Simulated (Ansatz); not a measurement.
Input:

```yaml
accuracy: low
crystal:
  lattice:
    - [-2.88609, -4.998855, 0.0]
    - [4.329135, -2.499427, 0.0]
    - [0.0, 0.0, 5.64834]
  atoms:
    - { symbol: W, position: [0.75, 0.5, 0.0] }
    - { symbol: C, position: [0.5, 0.6666667, 0.25] }
    - { symbol: W, position: [0.75, 0.5, 0.5] }
    - { symbol: C, position: [0.5, 0.6666667, 0.75] }
    - { symbol: W, position: [0.5, 0.0, 0.0] }
    - { symbol: C, position: [0.25, 0.1666667, 0.25] }
    - { symbol: W, position: [0.5, 0.0, 0.5] }
    - { symbol: C, position: [0.25, 0.1666667, 0.75] }
    - { symbol: W, position: [0.25, 0.5, 0.0] }
    - { symbol: C, position: [0.0, 0.6666667, 0.25] }
    - { symbol: W, position: [0.25, 0.5, 0.5] }
    - { symbol: C, position: [0.0, 0.6666667, 0.75] }
    - { symbol: W, position: [0.0, 0.0, 0.0] }
    - { symbol: C, position: [0.75, 0.1666667, 0.25] }
    - { symbol: W, position: [0.0, 0.0, 0.5] }
    - { symbol: C, position: [0.75, 0.1666667, 0.75] }
basis:
  ecutwfc: 420.0
kpoints:
  mp_grid: { grid: [3, 3, 3] }
hamiltonian:
  xc: pbesol
  pseudopotentials: { kind: paw, azcp: { folder: soft_1 } }
scf:
  occupations: { method: fermi_dirac, width: 0.17 }
  lower_state_search: "off"
md:
  timestep: 1
  n_steps: 130
  ensemble: nvt_langevin
  temperature: 2000.0
  initial_velocities: maxwell_boltzmann
  seed: 507571
  friction: 0.02
```

Launched with:

```bash
$ ansatz run input.yaml --threads 2 --pin off --max-ram 5120MiB --backend cpu --events-out ev --progress --plain --runs-dir out
```

Hardware: 2 threads of Arm Neoverse V2, on a shared host.

Question: Roughly how long does this run take, and how much memory?

Answer: 19 min, with a peak of 0.63 GiB, for 131 ionic steps.
